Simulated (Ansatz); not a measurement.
# C₇H₆CrO₅S: up Jacob's ladder to CCSD(T)

The task here is to estimate one member of a computed series from the others.

The runs use Ansatz 0.2.0, Gaussian basis; functionals in def2-TZVPP, the program's frozen cores in correlated methods.

The runs, in order: LDA (SPW92), PBE-D4, revPBE-D4, BLYP-D4, r2SCAN-D4, B97M-V, PBE0-D4, B3LYP-D4, r2SCANh-D4, r2SCAN0-D4, HSE06-D4, BHLYP-D4, CAM-B3LYP-D4, LC-ωPBE, ωB97X-V, ωB97M-V, B2PLYP, PBE-QIDH; CCSD(T)/def2-SVP; CCSD(T)/def2-TZVPP; MP2/def2-QZVPP; extrapolation to the limit; RPA on PBE.

### The relaxed structure

An earlier PBE0-D4 in a triple-zeta def2 set relaxation fixed the geometry.

SMILES `C[S+](C)[Cr-6]([C]#[O+])([C]#[O+])([C]#[O+])([C]#[O+])[C]#[O+]`, 20 atoms, charge 0, spin multiplicity 1.

Atoms are counted from 1 here; the program's logs count them from 0.

Bond lengths: C1–S2 1.797 Å, C1–H15 1.089 Å, C1–H16 1.091 Å, C1–H17 1.090 Å, S2–C3 1.797 Å, S2–Cr4 2.411 Å, C3–H18 1.089 Å, C3–H19 1.091 Å, C3–H20 1.090 Å, Cr4–C5 1.884 Å, Cr4–C7 1.884 Å, Cr4–C9 1.881 Å, Cr4–C11 1.845 Å, Cr4–C13 1.893 Å, C5–O6 1.142 Å, C7–O8 1.142 Å, C9–O10 1.143 Å, C11–O12 1.144 Å and more. Angles: S2–C1–H15 107.5°, S2–C1–H16 109.3°, S2–C1–H17 111.0°, H15–C1–H16 109.2°, H15–C1–H17 109.5°, H16–C1–H17 110.3°, C1–S2–C3 98.7°, C1–S2–Cr4 109.3°, C3–S2–Cr4 109.2°, S2–C3–H18 107.5°, S2–C3–H19 109.3°, S2–C3–H20 111.0°, H18–C3–H19 109.2°, H18–C3–H20 109.5°, H19–C3–H20 110.3°, S2–Cr4–C5 91.1°, S2–Cr4–C7 91.1°, S2–Cr4–C9 89.9° and more.

Set-up of the first run:

in.yaml reads:

```yaml
crystal:
  periodic: [false, false, false]
  atoms:
    - {symbol: C, position_ang: [-1.831164, -0.040921, 1.552982]}
    - {symbol: S, position_ang: [-1.227017, -0.633683, -0.031766]}
    - {symbol: C, position_ang: [-0.658128, -2.257737, 0.484424]}
    - {symbol: Cr, position_ang: [0.667952, 0.694497, -0.707681]}
    - {symbol: C, position_ang: [-0.118799, 2.249104, 0.009905]}
    - {symbol: O, position_ang: [-0.566672, 3.210148, 0.433298]}
    - {symbol: C, position_ang: [1.503962, -0.815313, -1.463973]}
    - {symbol: O, position_ang: [2.038195, -1.708889, -1.932576]}
    - {symbol: C, position_ang: [1.499870, 0.341571, 0.941648]}
    - {symbol: O, position_ang: [2.002282, 0.124916, 1.944644]}
    - {symbol: C, position_ang: [2.107399, 1.715423, -1.245814]}
    - {symbol: O, position_ang: [3.004020, 2.347073, -1.572849]}
    - {symbol: C, position_ang: [-0.198600, 1.028899, -2.357389]}
    - {symbol: O, position_ang: [-0.697013, 1.246156, -3.358573]}
    - {symbol: H, position_ang: [-2.228322, 0.961336, 1.398135]}
    - {symbol: H, position_ang: [-2.632085, -0.694590, 1.900294]}
    - {symbol: H, position_ang: [-1.026700, -0.003417, 2.288250]}
    - {symbol: H, position_ang: [-0.259637, -2.760356, -0.395815]}
    - {symbol: H, position_ang: [-1.502650, -2.828643, 0.872034]}
    - {symbol: H, position_ang: [0.123087, -2.175588, 1.240821]}
basis:
  gaussian: {orbitals: def2-TZVPP}
hamiltonian: {xc: lda}
output: {orbitals: {seedname: orbitals}}
```

Command:

```bash
$ ansatz run in.yaml --threads 11 --pin off --events-out ev --progress --plain --max-ram 110592MiB --backend cuda --devices 0, --max-vram 75GiB
```

Steps of the session up to this table: LDA; PBE-D4 (GGA); revPBE-D4 (GGA); BLYP-D4 (GGA); r2SCAN-D4 (meta-GGA); B97M-V (meta-GGA); B3LYP-D4 (hybrid); r2SCANh-D4 (hybrid); r2SCAN0-D4 (hybrid); HSE06-D4 (hybrid); BHLYP-D4 (hybrid); CAM-B3LYP-D4 (range-separated); LC-ωPBE (range-separated); ωB97X-V (range-separated); ωB97M-V (range-separated); B2PLYP (double hybrid); PBE-QIDH (double hybrid).

One table of the session follows, with a row left open; its other results are not shown here.

It belongs to the step «Orbital energies across the functionals». 

```
  functional  HOMO (eV)  LUMO (eV)  gap (eV)
 LDA (SPW92)      -5.64      -2.70      2.94
      PBE-D4          ?          ?         ?
   revPBE-D4      -5.29      -2.28      3.01
     BLYP-D4      -5.23      -2.26      2.97
   r2SCAN-D4      -5.54      -2.25      3.29
      B97M-V      -5.48      -2.13      3.35
     PBE0-D4      -6.42      -1.44      4.98
    B3LYP-D4      -6.23      -1.67      4.55
  r2SCANh-D4      -5.94      -1.90      4.04
  r2SCAN0-D4      -6.57      -1.36      5.20
    HSE06-D4      -6.04      -1.82      4.22
    BHLYP-D4      -7.41      -0.34      7.07
CAM-B3LYP-D4      -7.56      -0.35      7.22
     LC-ωPBE      -8.62       0.79      9.41
     ωB97X-V      -8.40       0.74      9.13
     ωB97M-V      -8.39       0.66      9.05
```

Estimate the missing values for PBE-D4.

The run gave: HOMO (eV): -5.38; LUMO (eV): -2.40; gap (eV): 2.99. In the column «HOMO (eV)» it lies between B97M-V (-5.48) and revPBE-D4 (-5.29).
